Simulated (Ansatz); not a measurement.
# C6H9ClO6Si: the cost of one run

The runs use Ansatz 0.2.0, Gaussian basis; the settings change from run to run.

## 1. The molecule

An earlier PBE0-D4 in a triple-zeta def2 set relaxation fixed the geometry.

SMILES `CC(=O)O[Si](Cl)(OC(C)=O)OC(C)=O`, 23 atoms, charge 0, spin multiplicity 1.

Atoms are counted from 1 here; the program's logs count them from 0.

Bond lengths: C1–C2 1.492 Å, C1–H15 1.087 Å, C1–H16 1.092 Å, C1–H17 1.092 Å, C2–O3 1.197 Å, C2–O4 1.355 Å, O4–Si5 1.646 Å, Si5–Cl6 2.013 Å, Si5–O7 1.646 Å, Si5–O11 1.642 Å, O7–C8 1.355 Å, C8–C9 1.492 Å, C8–O10 1.197 Å, C9–H18 1.087 Å, C9–H19 1.092 Å, C9–H20 1.092 Å, O11–C12 1.354 Å, C12–C13 1.490 Å and more. Angles: C2–C1–H15 109.9°, C2–C1–H16 109.6°, C2–C1–H17 109.3°, H15–C1–H16 110.4°, H15–C1–H17 110.3°, H16–C1–H17 107.3°, C1–C2–O3 126.2°, C1–C2–O4 111.5°, O3–C2–O4 122.3°, C2–O4–Si5 124.0°, O4–Si5–Cl6 110.7°, O4–Si5–O7 100.5°, O4–Si5–O11 114.3°, Cl6–Si5–O7 110.8°, Cl6–Si5–O11 106.4°, O7–Si5–O11 114.2°, Si5–O7–C8 124.0°, O7–C8–C9 111.5° and more.

Coordinates:

```xyz
23
charge 0, multiplicity 1
C    -2.7155    0.3363    2.6921
C    -1.9050    0.9677    1.6106
O    -2.2692    1.8327    0.8676
O    -0.6601    0.4355    1.5466
Si    0.4644    0.8554    0.4209
Cl    1.2565    2.6577    0.8421
O     1.5753   -0.3376    0.6466
C     2.6070   -0.5819   -0.1979
C     3.4019   -1.7670    0.2368
O     2.8145    0.0925   -1.1650
O    -0.1179    0.9530   -1.1110
C    -0.7348   -0.0817   -1.7288
C    -1.1690    0.2813   -3.1071
O    -0.8889   -1.1415   -1.1898
H    -3.7016    0.7915    2.7293
H    -2.2048    0.4551    3.6496
H    -2.7991   -0.7354    2.5005
H     4.2281   -1.9306   -0.4499
H     2.7532   -2.6448    0.2663
H     3.7750   -1.6062    1.2501
H    -1.8494    1.1337   -3.0567
H    -0.2993    0.5945   -3.6880
H    -1.6566   -0.5673   -3.5791
```

## 2. B2PLYP/6-31G

Set apart from the defaults: atoms shaken by 0.08 Å, relativity set to scalar.

in.yaml

```yaml
crystal:
  periodic: [false, false, false]
  atoms:
    - {symbol: C, position_ang: [-2.680667, 0.292636, 2.520650]}
    - {symbol: C, position_ang: [-1.861314, 0.885327, 1.557798]}
    - {symbol: O, position_ang: [-2.320978, 1.888543, 0.795472]}
    - {symbol: O, position_ang: [-0.709258, 0.332734, 1.394973]}
    - {symbol: Si, position_ang: [0.624698, 0.933348, 0.340701]}
    - {symbol: Cl, position_ang: [1.290365, 2.822265, 0.929531]}
    - {symbol: O, position_ang: [1.506948, -0.476965, 0.682471]}
    - {symbol: C, position_ang: [2.674050, -0.707055, -0.261585]}
    - {symbol: C, position_ang: [3.460029, -1.795966, 0.137750]}
    - {symbol: O, position_ang: [2.750757, 0.162864, -1.069043]}
    - {symbol: O, position_ang: [-0.206464, 1.008466, -1.150375]}
    - {symbol: C, position_ang: [-0.605836, 0.101264, -1.704543]}
    - {symbol: C, position_ang: [-1.206976, 0.132486, -3.029860]}
    - {symbol: O, position_ang: [-0.840724, -1.124875, -1.126649]}
    - {symbol: H, position_ang: [-3.802863, 0.766515, 2.816193]}
    - {symbol: H, position_ang: [-2.186184, 0.629545, 3.639179]}
    - {symbol: H, position_ang: [-2.782548, -0.773461, 2.531958]}
    - {symbol: H, position_ang: [4.321364, -1.977547, -0.330129]}
    - {symbol: H, position_ang: [2.682284, -2.722008, 0.188699]}
    - {symbol: H, position_ang: [3.885171, -1.618021, 1.209085]}
    - {symbol: H, position_ang: [-1.776645, 1.261621, -3.073636]}
    - {symbol: H, position_ang: [-0.300500, 0.623519, -3.712858]}
    - {symbol: H, position_ang: [-1.635380, -0.611951, -3.630565]}
basis:
  gaussian: {orbitals: 6-31G}
hamiltonian: {xc: {name: B2PLYP}, pseudopotentials: {relativity: scalar}}
output: {forces: true}
```

Started as:

```bash
$ ansatz run in.yaml --threads 10 --pin off --events-out ev --progress --plain --max-ram 110592MiB --backend cpu
```

**Question.** How long does this run take on 10 threads of AMD EPYC 7R13, shared host, and how much memory does it need?

About 7 s, with a peak of 0.71 GiB.
